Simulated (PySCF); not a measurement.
# Nd(NH2)3: other functionals and bases at one geometry

An exercise on one series of results from a longer session: the logs are not shown, and one member is left open.

Method: several levels, as the steps say, no spin–orbit coupling; program: PySCF 2.14.0.

1 further run of the same task is left out (for a known fault of the program).

## The starting structure

10 atoms, charge 0, spin multiplicity 1.

Bond lengths: Nd1–N2 2.234 Å, Nd1–N5 2.233 Å, Nd1–N8 2.233 Å, N2–H3 1.022 Å, N2–H4 1.022 Å, N5–H6 1.021 Å, N5–H7 1.021 Å, N8–H9 1.021 Å, N8–H10 1.021 Å. Angles: N2–Nd1–N5 119.9°, N2–Nd1–N8 119.9°, N5–Nd1–N8 120.2°, Nd1–N2–H3 127.4°, Nd1–N2–H4 127.4°, H3–N2–H4 105.3°, Nd1–N5–H6 127.6°, Nd1–N5–H7 127.1°, H6–N5–H7 105.3°, Nd1–N8–H9 127.1°, Nd1–N8–H10 127.6°, H9–N8–H10 105.3°.

Coordinates:

```xyz
10

Nd   -0.0033    0.0000    0.0000
N     2.2305   -0.0013    0.0004
H     2.8500   -0.8085    0.0905
H     2.8510    0.8052   -0.0895
N    -1.1157    1.9239   -0.2208
H    -2.1278    2.0613   -0.2327
H    -0.7165    2.8579   -0.3288
N    -1.1180   -1.9226    0.2204
H    -0.7199   -2.8570    0.3285
H    -2.1303   -2.0588    0.2319
```

Formal oxidation states: Nd +3. Each metal's 3 4f electrons lie in its core potential, so multiplicities, spins and levels count the valence alone. An earlier session relaxed this geometry at PBE0, Nd lcecp-1-SVP with ECP49, N def2-SVP, H def2-SVP (singlet, point group D3h).

At PBE0 on the finer grid: E = -201.549006 Eh, HOMO -5.88 eV, LUMO -1.04 eV, Mulliken charge on Nd1 +0.91 e, largest force component 0.011 eV/Å. 

Levels to run: TPSSh; revPBE; PBE0, TZVP. Hardware: 2 threads of Arm Neoverse V1, shared host.

The first run:

Contents of run.py (the lines that set the calculation):

```python
mol = gto.M(atom='''
Nd    -0.00331     0.00000     0.00000
N      2.23049    -0.00131     0.00041
H      2.85005    -0.80852     0.09052
H      2.85103     0.80518    -0.08947
N     -1.11570     1.92390    -0.22081
H     -2.12782     2.06132    -0.23272
H     -0.71646     2.85787    -0.32878
N     -1.11804    -1.92259     0.22040
H     -0.71993    -2.85703     0.32852
H     -2.13032    -2.05882     0.23193''',
    basis={'Nd': 'lcecp-1-SVP', 'N': 'def2-SVP', 'H': 'def2-SVP'},
    ecp={'Nd': 'lcecp-1-SVP'},
    charge=0, spin=0)
mf = dft.RKS(mol, xc='TPSSH')
mf.grids.atom_grid = (75, 302)  # f atoms: unpruned, at least (60, 302)
mf = mf.density_fit()  # fitting sets: Nd AutoAux, N def2-universal-JKFIT, H def2-universal-JKFIT
mf.conv_tol = 1e-08; mf.max_cycle = 55
mf.kernel(dm0)  # dm0: the density of the relaxed state
```

On the command line:

```
OMP_NUM_THREADS=2 python run.py
```

Steps of the session up to this table: TPSSh; revPBE; PBE0, TZVP.

One table of the session follows, with a row left open; its other results are not shown here.

```
              level  HOMO (eV)  gap (eV)  charge on Nd1 (e)  largest force component (eV/Å)
PBE0 (relaxed here)      -5.88      4.84               0.91                            0.01
              TPSSh      -5.12      3.89               0.89                            0.17
             revPBE          ?         ?                  ?                               ?
         PBE0, TZVP      -6.08      4.96               1.59                            0.45
```

Q: Estimate the row for revPBE from the others.

As computed: HOMO (eV): -4.50; gap (eV): 2.91; charge on Nd1 (e): 0.74; largest force component (eV/Å): 0.41. In the column «HOMO (eV)» it is the highest.

In one basis the HOMO–LUMO gap runs from 2.91 eV (revPBE) to 4.84 eV (PBE0). The largest leftover force, 0.45 eV/Å with PBE0, TZVP, stands at a geometry relaxed at another level. With 4f in the core, its levels are missing from HOMO and gap, and its count is fixed, so no charge can pass from the ligands into it. Total energies of different levels can't be compared.
